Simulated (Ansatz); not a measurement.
Write a Python script for Ansatz 0.2.0 through its Python package that makes a search for lower mean-field states of H2Te, SMILES [TeH2]. Use (for the species named): B3LYP, def2-TZVP basis, multiplicity 1, D4 dispersion.

```xyz
3

Te    0.6527   -0.5107    0.2933
H     0.2466    1.2308    0.2714
H    -0.9102   -0.7850   -0.5780
```

`states_h2te.py`:
```python
'''Restricted and unrestricted solutions of H2Te, stretched and not.'''

import warnings

import ansatz as az
from ase import Atoms
import numpy as np

warnings.simplefilter('ignore', az.DeckWarning)

atoms = Atoms(['Te', 'H', 'H'], positions=[
    (0.6527, -0.5107, 0.2933),
    (0.2466, 1.2308, 0.2714),
    (-0.9102, -0.785, -0.578),
])
mol = az.Crystal.molecule_from_ase(atoms)
symbols = [site.symbol for site in mol.cartesian_sites]

start = np.array([site.position_ang for site in mol.cartesian_sites])
for factor in [1.0, 1.25, 1.6]:
    xyz = (start - start.mean(axis=0)) * factor
    scaled = az.Crystal.molecule()
    for symbol, place in zip(symbols, xyz):
        scaled = scaled.atom(symbol, place.tolist())
    job = (
        scaled.calculation()
        .basis(gaussian='def2-TZVP')  # the orbital basis, by name
        .functional('B3LYP', dispersion='d4')
        .spin('collinear')
    )
    for search in ('off', 'standard'):
        try:
            report = job.scf(lower_state_search=search).run(threads=1, pin='off').report
        except az.AnsatzError as error:
            print(f'x{factor} search {search}: {type(error).__name__}')
            continue
        state = report['mean_field']['state']
        print(f'all distances x{factor}, search {search:8s} E = {report["free_energy_ev"]:.5f} eV  <S^2> = {abs(state["spin_squared"]):.3f}  other states met: {len(report["mean_field"]["others"])}')
```

```console
$ python states_h2te.py
all distances x1.0, search off      E = -7327.95062 eV  <S^2> = 0.000  other states met: 0
all distances x1.0, search standard E = -7327.95062 eV  <S^2> = 0.000  other states met: 0
all distances x1.25, search off      E = -7325.55274 eV  <S^2> = 0.000  other states met: 0
all distances x1.25, search standard E = -7325.55274 eV  <S^2> = 0.000  other states met: 3
all distances x1.6, search off      E = -7322.22465 eV  <S^2> = 0.000  other states met: 0
all distances x1.6, search standard E = -7322.84063 eV  <S^2> = 1.285  other states met: 9
```

Notes:
- The settings weren't tested for convergence.
- The count of other states can hold repeated and symmetry-equivalent ends of the search; scaling all distances is a test, and for more than two atoms no physical path.
- The structure is a rough, unrelaxed start.
- def2 sets replace the cores of elements past krypton by effective core potentials.
- The expectation value of S² is noticeably off S(S+1) in at least one run, so that state is spin-contaminated.
- b3lyp holds the VWN-RPA fit, as in Gaussian; the form of ORCA and Turbomole is b3lyp5.
- Finished in 14 s on 1 thread of Arm Neoverse V1 (shared host), peak memory 0.21 GiB.
